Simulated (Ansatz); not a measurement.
# Rh: the cost of one run

Computed with Ansatz 0.2.0 (DFT PBEsol, scalar-relativistic, plane waves, PAW, unless a step's input says otherwise).

2 further runs of the same task are left out: 2 set aside as unsound or not needed.

## Step 1: The system as given

Symmetry: Fm-3m, No. 225, cubic system. The conventional cell has a = 3.780 Å, b = 3.780 Å, c = 3.780 Å, α = 90.00°, β = 90.00°, γ = 90.00°. Rh (site symmetry m-3m) has 12 Rh at 2.67 Å as nearest neighbours.

Structure file:

```cif
data_structure
_symmetry_space_group_name_H-M 'P 1'
_symmetry_Int_Tables_number 1
_cell_length_a 2.6729
_cell_length_b 2.6729
_cell_length_c 3.7800
_cell_angle_alpha 90.000
_cell_angle_beta 90.000
_cell_angle_gamma 90.000
_cell_volume 27.00
loop_
_atom_site_label
_atom_site_type_symbol
_atom_site_fract_x
_atom_site_fract_y
_atom_site_fract_z
_atom_site_occupancy
Rh1 Rh 0.50000 0.50000 0.50000 1
Rh2 Rh 0.00000 0.00000 0.00000 1
```

It is built from the cell relaxed beforehand with the same method (13.50 Å³/atom).

## Step 2: The reference: the undisturbed cell on the scan's mesh

Contents of input.yaml:

```yaml
crystal:
  lattice:
    - [0.0, -1.8899965803, -1.8899965803]
    - [0.0, 1.8899965803, -1.8899965803]
    - [3.7799931606, 0.0, 0.0]
  atoms:
    - { symbol: Rh, position: [0.5, 0.5, 0.5] }
    - { symbol: Rh, position: [0.0, 0.0, 0.0] }
basis:
  ecutwfc: 420
kpoints:
  mp_grid: { grid: [12, 12, 10] }
hamiltonian:
  xc: pbesol
scf:
  occupations: { method: gaussian, width: 0.15 }
output:
  forces: true
  stress: true
  eigenvalues: true
  write_density: true
  write_potential: true
  elf: true
  volumetric_format: npy
```

Run with:

```bash
$ ansatz run input.yaml --threads 1 --pin off --max-ram 2560MiB --backend cpu --events-out ev --progress --plain --runs-dir out
```

What time and memory should one allow on 1 thread of Intel Xeon 6975P-C (Granite Rapids), shared host?

About 2.8 s, with a peak of 0.38 GiB.
